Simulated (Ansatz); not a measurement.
**C₂H₇BCl₂O: a ladder of functionals and wavefunction methods**

Aim: compute C₂H₇BCl₂O with functionals from several rungs and with coupled cluster, and see how far each lands from CCSD(T) at the basis-set limit for the atomisation energy.

Computed with Ansatz 0.2.0, Gaussian basis. Level: functionals in def2-TZVPP, the program's frozen cores in correlated methods.

The runs, in order: LDA (SPW92), PBE-D4, revPBE-D4, BLYP-D4, r2SCAN-D4, B97M-V, PBE0-D4, B3LYP-D4, r2SCANh-D4, r2SCAN0-D4, HSE06-D4, BHLYP-D4, CAM-B3LYP-D4, LC-ωPBE, ωB97X-V, ωB97M-V, B2PLYP, PBE-QIDH; CCSD(T)/def2-SVP; CCSD(T)/def2-TZVPP; MP2/def2-QZVPP; extrapolation to the limit; RPA on PBE.

### 1 The relaxed structure

All runs share one geometry, relaxed beforehand with PBE0-D4 in a triple-zeta def2 set.

13 atoms, charge 0, spin multiplicity 1.

Atoms are counted from 1 here; the program's logs count them from 0.

Bond lengths: C1–O2 1.446 Å, C1–H7 1.089 Å, C1–H8 1.088 Å, C1–H9 1.085 Å, O2–B3 1.638 Å, O2–H10 0.966 Å, B3–C4 1.579 Å, B3–Cl5 1.824 Å, B3–Cl6 1.848 Å, C4–H11 1.093 Å, C4–H12 1.096 Å, C4–H13 1.092 Å. Angles: O2–C1–H7 109.8°, O2–C1–H8 107.7°, O2–C1–H9 105.9°, H7–C1–H8 111.9°, H7–C1–H9 110.4°, H8–C1–H9 110.8°, C1–O2–B3 119.8°, C1–O2–H10 109.8°, B3–O2–H10 105.7°, O2–B3–C4 104.7°, O2–B3–Cl5 104.1°, O2–B3–Cl6 104.0°, C4–B3–Cl5 115.6°, C4–B3–Cl6 114.0°, Cl5–B3–Cl6 112.8°, B3–C4–H11 111.7°, B3–C4–H12 112.6°, B3–C4–H13 109.3° and more.

### 2 LDA

This LDA is Slater exchange with PW92 correlation.

Contents of in.yaml:

```yaml
crystal:
  periodic: [false, false, false]
  atoms:
    - {symbol: C, position_ang: [-0.680065, 1.840840, -0.316254]}
    - {symbol: O, position_ang: [-0.407561, 0.442149, -0.559592]}
    - {symbol: B, position_ang: [0.306572, -0.463214, 0.603790]}
    - {symbol: C, position_ang: [0.420906, -1.907041, -0.026195]}
    - {symbol: Cl, position_ang: [-0.815033, -0.314062, 2.034460]}
    - {symbol: Cl, position_ang: [1.933681, 0.367592, 0.880050]}
    - {symbol: H, position_ang: [0.248506, 2.363284, -0.089869]}
    - {symbol: H, position_ang: [-1.167211, 2.242617, -1.202704]}
    - {symbol: H, position_ang: [-1.349274, 1.869608, 0.537921]}
    - {symbol: H, position_ang: [0.151397, 0.349158, -1.342443]}
    - {symbol: H, position_ang: [-0.561662, -2.328330, -0.254277]}
    - {symbol: H, position_ang: [1.030280, -1.922884, -0.936883]}
    - {symbol: H, position_ang: [0.909862, -2.574320, 0.686797]}
basis:
  gaussian: {orbitals: def2-TZVPP}
hamiltonian: {xc: lda}
output: {orbitals: {seedname: orbitals}}
```

Launch:

```bash
ansatz run in.yaml --threads 4 --pin off --events-out ev --progress --plain --max-ram 11315MiB
```

Further steps of the session: PBE-D4 (GGA); revPBE-D4 (GGA); BLYP-D4 (GGA); r2SCAN-D4 (meta-GGA); B97M-V (meta-GGA); B3LYP-D4 (hybrid); r2SCANh-D4 (hybrid); r2SCAN0-D4 (hybrid); HSE06-D4 (hybrid); BHLYP-D4 (hybrid); CAM-B3LYP-D4 (range-separated); LC-ωPBE (range-separated); ωB97X-V (range-separated); ωB97M-V (range-separated); B2PLYP (double hybrid); PBE-QIDH (double hybrid); CCSD(T) in def2-SVP; CCSD(T) in def2-TZVPP; MP2 in def2-QZVPP; RPA on PBE orbitals.

**Question.** What will the summary of the whole plan be? Wanted: atomisation energy, CCSD(T)/CBS; farthest beyond LDA; mean size of error, GGA; mean size of error, meta-GGA; mean size of error, hybrid; mean size of error, range-separated; mean size of error, double hybrid; gap, smallest and largest; T1 diagnostic.

As calculated:

```
                               quantity                                                                               value
        atomisation energy, CCSD(T)/CBS                                                                     1146.5 kcal/mol
functionals within 5.7 kcal/mol (0.5 %)  revPBE-D4, PBE0-D4, B3LYP-D4, r2SCANh-D4, CAM-B3LYP-D4, LC-ωPBE, ωB97X-V, PBE-QIDH
                    farthest beyond LDA                                                           BHLYP-D4 (-32.5 kcal/mol)
                mean size of error, GGA                                                                       12.0 kcal/mol
           mean size of error, meta-GGA                                                                        6.3 kcal/mol
             mean size of error, hybrid                                                                        9.5 kcal/mol
    mean size of error, range-separated                                                                        3.8 kcal/mol
      mean size of error, double hybrid                                                                        7.9 kcal/mol
              gap, smallest and largest                                               5.40 eV (BLYP-D4), 12.84 eV (LC-ωPBE)
                          T1 diagnostic                                                                              0.0094
triples share of the correlation energy                                                                               3.9 %
```

In words: The LDA atomisation energy is off by 168.5 kcal/mol (15 %): it overbinds. PBE-D4 misses by +22.3 kcal/mol. Double hybrids carry the basis error of their MP2 part in triple zeta, and no dispersion term here, so their miss is partly the set-up's. By mean error the best rung here is range-separated (3.8 kcal/mol) and the worst beyond LDA is GGA (12.0 kcal/mol). hybrid functionals lie within the reference's doubt of that worst mean (9.5 kcal/mol), so those two tie. The gap between the best rungs is small, so their order is not settled. Misses under about 5.7 kcal/mol are within the doubt on the reference itself, which lacks core-valence correlation, relativity and higher excitations. Hartree-Fock recovers 74 % of the binding; the rest is correlation. CCSD(T) in def2-SVP is off by -50.6 kcal/mol, more than most functionals: a good method in a small basis is no reference. The gap grows from 5.4 to 12.8 eV across the functionals, mostly with the share of exact exchange.
